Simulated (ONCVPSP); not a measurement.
# Te: the cost of one run

Method: ONCVPSP 4.0.1.1 (patched build), PBEsol, scalar-relativistic.

### Step 1. The design

The settings as typed:

* element: tellurium (Te, Z = 52)
* type: optimised norm-conserving Vanderbilt (ONCV)
* frozen core: [Ar] 3d10
* valence charge: 24
* reference configuration: 4s2 4p6 4d10 5s2 5p4
* partial waves: 4s+5s: rc 1.20 bohr, ncon 4, nbas 8, qcut 11.3 1/bohr, 2 projectors; 4p+5p: rc 1.04 bohr, ncon 4, nbas 8, qcut 9.2 1/bohr, 2 projectors; 4d: rc 1.30 bohr, ncon 4, nbas 9, qcut 13.8 1/bohr, 2 projectors, debl 2.7 Ha
* local potential: polynomial inside 0.85 bohr (lpopt 5, dvloc0 0 Ha)
* core correction: not asked for

The outer shells as boxes (Hund's rule for the drawing; the calculation is spin-unpolarised):

```
[Ar] core
3d [↑↓][↑↓][↑↓][↑↓][↑↓]
4s [↑↓]
4p [↑↓][↑↓][↑↓]
4d [↑↓][↑↓][↑↓][↑↓][↑↓]
5s [↑↓]
5p [↑↓][↑ ][↑ ]
```

### Step 2. The generation run

The input, Te.dat:

```
# ATOM AND REFERENCE CONFIGURATION
# atsym  z   nc   nv     iexc    psfile
  Te 52.00    6    5  -116133      upf
#
#   n    l    f
    1    0    2.00
    2    0    2.00
    2    1    6.00
    3    0    2.00
    3    1    6.00
    3    2   10.00
    4    0    2.00
    4    1    6.00
    4    2   10.00
    5    0    2.00
    5    1    4.00
#
# PSEUDOPOTENTIAL AND OPTIMIZATION
# lmax
    2
#
#   l,   rc,      ep,       ncon, nbas, qcut
    0    1.20    0.00    4    8   11.30
    1    1.04    0.00    4    8    9.20
    2    1.30    0.00    4    9   13.80
#
# LOCAL POTENTIAL
# lloc, lpopt,  rc(5),   dvloc0
    4    5    0.85    0.00
#
# VANDERBILT-KLEINMAN-BYLANDER PROJECTORs
# l, nproj, debl
    0    2    2.10
    1    2    1.30
    2    2    2.70
#
# MODEL CORE CHARGE
# icmod, fcfact, rcfact
    0    0.00    0.00
#
# LOG DERIVATIVE ANALYSIS
# epsh1, epsh2, depsh
   -8.00    5.00    0.04
#
# OUTPUT GRID
# rlmax, drl
    6.00    0.01
#
# TEST CONFIGURATIONS
# ncnf
    4
# nvcnf
#   n    l    f
    5
    4    0    2.00
    4    1    6.00
    4    2   10.00
    5    0    2.00
    5    1    3.00
#
    5
    4    0    2.00
    4    1    6.00
    4    2   10.00
    5    0    2.00
    5    1    2.00
#
    5
    4    0    2.00
    4    1    6.00
    4    2   10.00
    5    0    2.00
    5    1    1.00
#
    5
    4    0    1.00
    4    1    6.00
    4    2   10.00
    5    0    2.00
    5    1    4.00
#
```

Run with:

```
$ oncvpsp.x < Te.dat > Te.out
```

**Question.** How long does this run take on 1 thread of Neoverse-V2, shared host?

About 4.5 s.
